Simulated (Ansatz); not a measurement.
**HfH4O4 (SMILES O[Hf](O)(O)O): levels of theory compared**

Wanted: a comparison of 6 runs (B3LYP/def2-SVP, PBE/def2-SVP, PBE0/def2-SVP, wB97X/def2-SVPD, MP2/def2-SVP, MP2/def2-SVPD) of HfH4O4. 

Program for the calculation: Ansatz 0.2.0.

6 further runs of the same task are left out: 6 set aside as unsound or not needed.

## (1) Starting point

HfH4O4: 9 atoms, total charge 0, spin state singlet. As SMILES, `O[Hf](O)(O)O`. The coordinates come from a PBE0-D4/def2-TZVP relaxation. This is one conformer, not always the lowest.

Bond lengths: O1–Hf2 1.935 Å, Hf2–O3 1.935 Å, Hf2–O4 1.935 Å, Hf2–O5 1.935 Å, O1–H6 0.951 Å, O3–H7 0.951 Å, O4–H8 0.951 Å, O5–H9 0.951 Å. Angles: O1–Hf2–O3 109.7°, O1–Hf2–O4 109.3°, O1–Hf2–O5 109.3°, O3–Hf2–O4 109.3°, O3–Hf2–O5 109.3°, O4–Hf2–O5 109.7°, Hf2–O1–H6 155.7°, Hf2–O3–H7 155.6°, Hf2–O4–H8 155.7°, Hf2–O5–H9 155.6°.

## (2) Energy and gradient at B3LYP/def2-SVP (core potential) (run 1)

File run.yaml:

```yaml
crystal:
  periodic: [false, false, false]
  atoms:
    - {symbol: O, position_ang: [-0.465480, 0.093230, 1.875660]}
    - {symbol: Hf, position_ang: [-0.000030, -0.000030, -0.000040]}
    - {symbol: O, position_ang: [1.882280, 0.386640, -0.225910]}
    - {symbol: O, position_ang: [-0.373310, -1.778130, -0.665360]}
    - {symbol: O, position_ang: [-1.043620, 1.298150, -0.984570]}
    - {symbol: H, position_ang: [-0.650000, -0.255480, 2.740830]}
    - {symbol: H, position_ang: [2.637200, 0.928630, -0.427210]}
    - {symbol: H, position_ang: [-0.213580, -2.562040, -1.179310]}
    - {symbol: H, position_ang: [-1.773460, 1.889040, -1.134080]}
basis:
  gaussian:
    orbitals: def2-SVP
hamiltonian:
  xc: {name: B3LYP}
accuracy: high
output:
  forces: true
  orbitals: {seedname: orbitals}
```

Started as:

```
$ ansatz run run.yaml --threads 1 --pin off --max-ram 3480MiB --events-out events.jsonl --progress --plain --runs-dir runs
```

Output, cut to the lines that bear on the results:

```text
Warning: RAYON_NUM_THREADS=1 ignored (pool sized by the plan → 1); use --threads N
Functional definition: B3LYP
  name "B3LYP"
[...]
2376 factors; integrals over basis functions are off by at most 8.5e-9 eV
[...]
mean field -9561.12176357 eV, -351.3647440501 hartree, gradient 6.1e-8 eV, S^2 0.000000; 0 other end points of the search recorded, 0 dependent functions left out
[...]
reference -9561.12181074 eV, -351.3647457835 hartree; 24, 24 occupied and 84, 84 virtual orbitals, 2376 factors
Total energy: -9561.12181074 eV, -351.3647457835 hartree
Atom 0 at    -0.465480     0.093230     1.875660 Å, force    -0.021981     0.075899     0.044708 eV/Å
Atom 1 at    -0.000030    -0.000030    -0.000040 Å, force    -0.000155    -0.000230    -0.000135 eV/Å
Atom 2 at     1.882280     0.386640    -0.225910 Å, force     0.067416    -0.060385     0.007868 eV/Å
Atom 3 at    -0.373310    -1.778130    -0.665360 Å, force    -0.069136    -0.052397     0.026636 eV/Å
Atom 4 at    -1.043620     1.298150    -0.984570 Å, force     0.024075     0.036995    -0.079380 eV/Å
Atom 5 at    -0.650000    -0.255480     2.740830 Å, force    -0.090654    -0.088312     0.393703 eV/Å
Atom 6 at     2.637200     0.928630    -0.427210 Å, force     0.363882     0.180784    -0.075277 eV/Å
Atom 7 at    -0.213580    -2.562040    -1.179310 Å, force     0.013533    -0.363763    -0.195680 eV/Å
Atom 8 at    -1.773460     1.889040    -1.134080 Å, force    -0.286979     0.271408    -0.122444 eV/Å
Dipole moment:     0.000115     0.000090     0.000173 e Å
```

It took 20 s on 1 thread of Arm Neoverse V1, shared host; peak memory 0.42 GiB.

## (3) Energy and gradient at PBE/def2-SVP (core potential) (run 2)

File molecule.yaml:

```yaml
crystal:
  periodic: [false, false, false]
  atoms:
    - symbol: O
      position_ang: [-0.465480, 0.093230, 1.875660]
    - symbol: Hf
      position_ang: [-0.000030, -0.000030, -0.000040]
    - symbol: O
      position_ang: [1.882280, 0.386640, -0.225910]
    - symbol: O
      position_ang: [-0.373310, -1.778130, -0.665360]
    - symbol: O
      position_ang: [-1.043620, 1.298150, -0.984570]
    - symbol: H
      position_ang: [-0.650000, -0.255480, 2.740830]
    - symbol: H
      position_ang: [2.637200, 0.928630, -0.427210]
    - symbol: H
      position_ang: [-0.213580, -2.562040, -1.179310]
    - symbol: H
      position_ang: [-1.773460, 1.889040, -1.134080]
basis:
  gaussian: {orbitals: def2-SVP}
hamiltonian: {xc: pbe}
accuracy: high
output: {forces: true, orbitals: {seedname: orbitals}}
```

Started as:

```
$ ansatz run molecule.yaml --threads 1 --pin off --max-ram 3480MiB --events-out events.jsonl --progress --plain --runs-dir runs
```

Output, cut to the lines that bear on the results:

```text
Warning: RAYON_NUM_THREADS=1 ignored (pool sized by the plan → 1); use --threads N
Functional definition: PBE
  name "PBE"
[...]
2376 factors; integrals over basis functions are off by at most 8.5e-9 eV
[...]
mean field -9552.54208908 eV, -351.0494468283 hartree, gradient 1.6e-8 eV, S^2 0.000000; 0 other end points of the search recorded, 0 dependent functions left out
[...]
reference -9552.54209526 eV, -351.0494470551 hartree; 24, 24 occupied and 84, 84 virtual orbitals, 2376 factors
Total energy: -9552.54209526 eV, -351.0494470551 hartree
Atom 0 at    -0.465480     0.093230     1.875660 Å, force     0.047873     0.248842    -0.276961 eV/Å
Atom 1 at    -0.000030    -0.000030    -0.000040 Å, force    -0.000103    -0.000188    -0.000085 eV/Å
Atom 2 at     1.882280     0.386640    -0.225910 Å, force    -0.201621    -0.300832     0.097764 eV/Å
Atom 3 at    -0.373310    -1.778130    -0.665360 Å, force    -0.167079     0.237821     0.237437 eV/Å
Atom 4 at    -1.043620     1.298150    -0.984570 Å, force     0.321018    -0.185865    -0.058648 eV/Å
Atom 5 at    -0.650000    -0.255480     2.740830 Å, force    -0.161447    -0.248629     0.731313 eV/Å
Atom 6 at     2.637200     0.928630    -0.427210 Å, force     0.651576     0.414598    -0.160455 eV/Å
Atom 7 at    -0.213580    -2.562040    -1.179310 Å, force     0.096667    -0.667813    -0.408598 eV/Å
Atom 8 at    -1.773460     1.889040    -1.134080 Å, force    -0.586884     0.502066    -0.161767 eV/Å
Dipole moment:     0.000111     0.000089     0.000168 e Å
```

It took 16 s on 1 thread of Arm Neoverse V1, shared host; peak memory 0.33 GiB.

## (4) Energy and gradient at PBE0/def2-SVP (core potential) (run 3)

File input.yaml:

```yaml
crystal:
  periodic: [false, false, false]
  atoms:
    - {symbol: O, position_ang: [-0.465480, 0.093230, 1.875660]}
    - {symbol: Hf, position_ang: [-0.000030, -0.000030, -0.000040]}
    - {symbol: O, position_ang: [1.882280, 0.386640, -0.225910]}
    - {symbol: O, position_ang: [-0.373310, -1.778130, -0.665360]}
    - {symbol: O, position_ang: [-1.043620, 1.298150, -0.984570]}
    - {symbol: H, position_ang: [-0.650000, -0.255480, 2.740830]}
    - {symbol: H, position_ang: [2.637200, 0.928630, -0.427210]}
    - {symbol: H, position_ang: [-0.213580, -2.562040, -1.179310]}
    - {symbol: H, position_ang: [-1.773460, 1.889040, -1.134080]}
basis:
  gaussian:
    orbitals: def2-SVP
hamiltonian:
  xc: {name: PBE0}
accuracy: high
output: {forces: true, orbitals: {seedname: orbitals}}
```

Started as:

```
$ ansatz run input.yaml --threads 1 --pin off --max-ram 3480MiB --events-out events.jsonl --progress --plain --runs-dir runs
```

Output, cut to the lines that bear on the results:

```text
Warning: RAYON_NUM_THREADS=1 ignored (pool sized by the plan → 1); use --threads N
Functional definition: PBE0
  name "PBE0"
[...]
2376 factors; integrals over basis functions are off by at most 8.5e-9 eV
[...]
mean field -9551.47514995 eV, -351.0102375381 hartree, gradient 3.8e-8 eV, S^2 0.000000; 0 other end points of the search recorded, 0 dependent functions left out
[...]
reference -9551.47515483 eV, -351.0102377176 hartree; 24, 24 occupied and 84, 84 virtual orbitals, 2376 factors
Total energy: -9551.47515483 eV, -351.0102377176 hartree
Atom 0 at    -0.465480     0.093230     1.875660 Å, force     0.015893     0.018179    -0.087455 eV/Å
Atom 1 at    -0.000030    -0.000030    -0.000040 Å, force    -0.000121    -0.000220    -0.000110 eV/Å
Atom 2 at     1.882280     0.386640    -0.225910 Å, force    -0.080227    -0.039834     0.012176 eV/Å
Atom 3 at    -0.373310    -1.778130    -0.665360 Å, force     0.000033     0.078314     0.045686 eV/Å
Atom 4 at    -1.043620     1.298150    -0.984570 Å, force     0.064685    -0.056507     0.029461 eV/Å
Atom 5 at    -0.650000    -0.255480     2.740830 Å, force    -0.055012    -0.038072     0.232328 eV/Å
Atom 6 at     2.637200     0.928630    -0.427210 Å, force     0.218770     0.093448    -0.041318 eV/Å
Atom 7 at    -0.213580    -2.562040    -1.179310 Å, force    -0.003754    -0.216122    -0.107701 eV/Å
Atom 8 at    -1.773460     1.889040    -1.134080 Å, force    -0.160269     0.160813    -0.083069 eV/Å
Dipole moment:     0.000116     0.000091     0.000175 e Å
```

Wall time 20 s (1 thread of Arm Neoverse V1, shared host); peak memory 0.41 GiB.

Runs 4 to 5 aren't shown in full; the table further down has their settings and results.

## (5) Energy and forces at MP2/def2-SVPD (core potential) (run 6)

File job.yaml:

```yaml
crystal:
  periodic: [false, false, false]
  atoms:
    - {symbol: O, position_ang: [-0.465480, 0.093230, 1.875660]}
    - {symbol: Hf, position_ang: [-0.000030, -0.000030, -0.000040]}
    - {symbol: O, position_ang: [1.882280, 0.386640, -0.225910]}
    - {symbol: O, position_ang: [-0.373310, -1.778130, -0.665360]}
    - {symbol: O, position_ang: [-1.043620, 1.298150, -0.984570]}
    - {symbol: H, position_ang: [-0.650000, -0.255480, 2.740830]}
    - {symbol: H, position_ang: [2.637200, 0.928630, -0.427210]}
    - {symbol: H, position_ang: [-0.213580, -2.562040, -1.179310]}
    - {symbol: H, position_ang: [-1.773460, 1.889040, -1.134080]}
basis:
  gaussian:
    orbitals: def2-SVPD
correlation:
  method: mp2
  frozen_orbitals: {H: 0, Hf: 0, O: 1}
accuracy: high
output: {forces: true, orbitals: {seedname: orbitals}}
```

Started as:

```
$ ansatz run job.yaml --threads 1 --pin off --max-ram 3480MiB --events-out events.jsonl --progress --plain --runs-dir runs
```

Output, cut to the lines that bear on the results:

```text
Warning: RAYON_NUM_THREADS=1 ignored (pool sized by the plan → 1); use --threads N
Functional definition: HF
  name "HF"
[...]
3095 factors; integrals over basis functions are off by at most 3.1e-9 eV
[...]
mean field -9505.32832074 eV, -349.3143728443 hartree, gradient 2.7e-8 eV, S^2 0.000000; 0 other end points of the search recorded, 0 dependent functions left out
4 core orbitals not correlated: weight in the atoms' cores, before any rotation towards them, 1.000 or more for the frozen orbitals, at most 0.000 for the correlated occupied ones
reference -9505.32832074 eV, -349.3143728443 hartree; 20, 20 occupied and 135, 135 virtual orbitals, 3095 factors
second order -28.69058304 eV of doubles, -0.00000000 eV of singles
[...]
Total energy: -9534.01890379 eV, -350.3687323240 hartree
Atom 0 at    -0.465480     0.093230     1.875660 Å, force    -0.040838     0.031012     0.123061 eV/Å
Atom 1 at    -0.000030    -0.000030    -0.000040 Å, force    -0.000140    -0.000211    -0.000108 eV/Å
Atom 2 at     1.882280     0.386640    -0.225910 Å, force     0.132559     0.000145    -0.016630 eV/Å
Atom 3 at    -0.373310    -1.778130    -0.665360 Å, force    -0.042135    -0.124087    -0.024762 eV/Å
Atom 4 at    -1.043620     1.298150    -0.984570 Å, force    -0.049180     0.093032    -0.081820 eV/Å
Atom 5 at    -0.650000    -0.255480     2.740830 Å, force    -0.090466    -0.054524     0.401114 eV/Å
Atom 6 at     2.637200     0.928630    -0.427210 Å, force     0.380115     0.152564    -0.063558 eV/Å
Atom 7 at    -0.213580    -2.562040    -1.179310 Å, force    -0.018122    -0.371119    -0.183806 eV/Å
Atom 8 at    -1.773460     1.889040    -1.134080 Å, force    -0.271792     0.273188    -0.153491 eV/Å
Dipole moment:     0.000106     0.000080     0.000163 e Å
```

It took 54 s on 1 thread of Arm Neoverse V1, shared host; peak memory 0.77 GiB.

## (6) The series

```
run                             level  core potential  frozen core orbitals  energy (Eh)  dipole moment (D)  HOMO energy (eV)  LUMO energy (eV)  wall time
  1   B3LYP/def2-SVP (core potential)        def2-SVP                     –  -351.364746               0.00             -7.97             -0.08       20 s
  2     PBE/def2-SVP (core potential)        def2-SVP                     –  -351.049447               0.00             -6.55             -0.47       16 s
  3    PBE0/def2-SVP (core potential)        def2-SVP                     –  -351.010238               0.00             -8.30              0.26       20 s
  4  wB97X/def2-SVPD (core potential)       def2-SVPD                     –  -351.328820               0.00            -11.22              1.45      2 min
  5     MP2/def2-SVP (core potential)        def2-SVP                     4  -350.263357               0.00            -12.76              2.47       19 s
  6    MP2/def2-SVPD (core potential)       def2-SVPD                     4  -350.368732               0.00            -13.00              1.56       54 s
```

## (7) What came out

```
                                          quantity          value
                               run 6: total energy  -350.36873 Eh
         run 6: dipole moment (correlated density)         0.00 D
        run 6: HOMO energy (Hartree–Fock orbitals)      -13.00 eV
        run 6: LUMO energy (Hartree–Fock orbitals)        1.56 eV
      run 6: HOMO–LUMO gap (Hartree–Fock orbitals)       14.56 eV
run 6: correlation energy (4 core orbitals frozen)    -1054.4 mEh
                   run 6: largest force on an atom     0.415 eV/Å
```

Over runs 1, 2, 3, 4 the HOMO–LUMO gap runs from 6.08 eV (PBE/def2-SVP) to 12.67 eV (wB97X/def2-SVPD). The two ends differ in method and basis. Totals of different functionals can't be ranked against each other. All runs together took 4.2 min, the longest 2 min.
